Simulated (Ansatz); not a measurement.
# AlFGeH₆Si: up Jacob's ladder to CCSD(T)

An exercise on one series of results from a longer session: the logs are not shown, and one member is left open.

Method: functionals in def2-TZVPP, the program's frozen cores in correlated methods; program: Ansatz 0.2.0, Gaussian basis.

The runs, in order: PBE-D4, r2SCAN-D4, PBE0-D4, B3LYP-D4, ωB97X-V, ωB97M-V, B2PLYP; CCSD(T)/def2-TZVPP; MP2/def2-QZVPP; extrapolation to the limit.

## Structure used throughout

An earlier PBE0-D4 in a triple-zeta def2 set relaxation fixed the geometry.

SMILES `[F][GeH]([AlH2])[SiH3]`, 10 atoms, charge 0, spin multiplicity 1.

Atoms are counted from 1 here; the program's logs count them from 0.

Bond lengths: F1–Ge2 1.766 Å, Ge2–Al3 2.491 Å, Ge2–Si4 2.395 Å, Ge2–H5 1.550 Å, Al3–H6 1.587 Å, Al3–H7 1.583 Å, Si4–H8 1.485 Å, Si4–H9 1.488 Å, Si4–H10 1.486 Å. Angles: F1–Ge2–Al3 107.9°, F1–Ge2–Si4 104.9°, F1–Ge2–H5 104.0°, Al3–Ge2–Si4 117.4°, Al3–Ge2–H5 113.4°, Si4–Ge2–H5 108.1°, Ge2–Al3–H6 118.0°, Ge2–Al3–H7 120.7°, H6–Al3–H7 121.3°, Ge2–Si4–H8 111.0°, Ge2–Si4–H9 108.3°, Ge2–Si4–H10 109.9°, H8–Si4–H9 109.5°, H8–Si4–H10 109.4°, H9–Si4–H10 108.7°.

Set-up of the first run:

in.yaml

```yaml
crystal:
  periodic: [false, false, false]
  atoms:
    - {symbol: F, position_ang: [-2.054958, 0.960821, -0.465317]}
    - {symbol: Ge, position_ang: [-0.444355, 0.273502, -0.692235]}
    - {symbol: Al, position_ang: [1.225252, 2.014869, -0.072769]}
    - {symbol: Si, position_ang: [-0.451966, -1.750302, 0.588102]}
    - {symbol: H, position_ang: [-0.406786, -0.107481, -2.193906]}
    - {symbol: H, position_ang: [2.763462, 1.672048, -0.259628]}
    - {symbol: H, position_ang: [0.758907, 3.405290, 0.522802]}
    - {symbol: H, position_ang: [-1.573528, -2.634017, 0.179280]}
    - {symbol: H, position_ang: [0.840633, -2.452298, 0.361253]}
    - {symbol: H, position_ang: [-0.573660, -1.433631, 2.035317]}
basis:
  gaussian: {orbitals: def2-TZVPP}
hamiltonian: {xc: pbe, dispersion: d4}
output: {forces: true, orbitals: {seedname: orbitals}}
```

Launch:

```sh
$ ansatz run in.yaml --threads 4 --pin off --events-out ev --progress --plain --max-ram 10444MiB
```

Steps of the session up to this table: PBE-D4 (GGA); r2SCAN-D4 (meta-GGA); PBE0-D4 (hybrid); B3LYP-D4 (hybrid); ωB97X-V (range-separated); ωB97M-V (range-separated); B2PLYP (double hybrid); CCSD(T) in def2-TZVPP; MP2 in def2-QZVPP.

One of the session's tables, all rows but one given; the rest of the session is left out.

```
            method  atomisation energy (kcal/mol)
            PBE-D4                          648.6
         r2SCAN-D4                          657.7
           PBE0-D4                          644.2
          B3LYP-D4                          652.8
           ωB97X-V                          663.5
           ωB97M-V                          653.3
            B2PLYP                          645.4
     HF/def2-TZVPP                          490.2
    MP2/def2-TZVPP                          641.1
   CCSD/def2-TZVPP                          637.2
CCSD(T)/def2-TZVPP                          644.0
           MP2/CBS                          656.9
       CCSD(T)/CBS                              ?
```

**Question.** Estimate the row for CCSD(T)/CBS.

**Answer.** atomisation energy (kcal/mol): 659.8. In the column «atomisation energy (kcal/mol)» it lies between r2SCAN-D4 (657.7) and ωB97X-V (663.5).
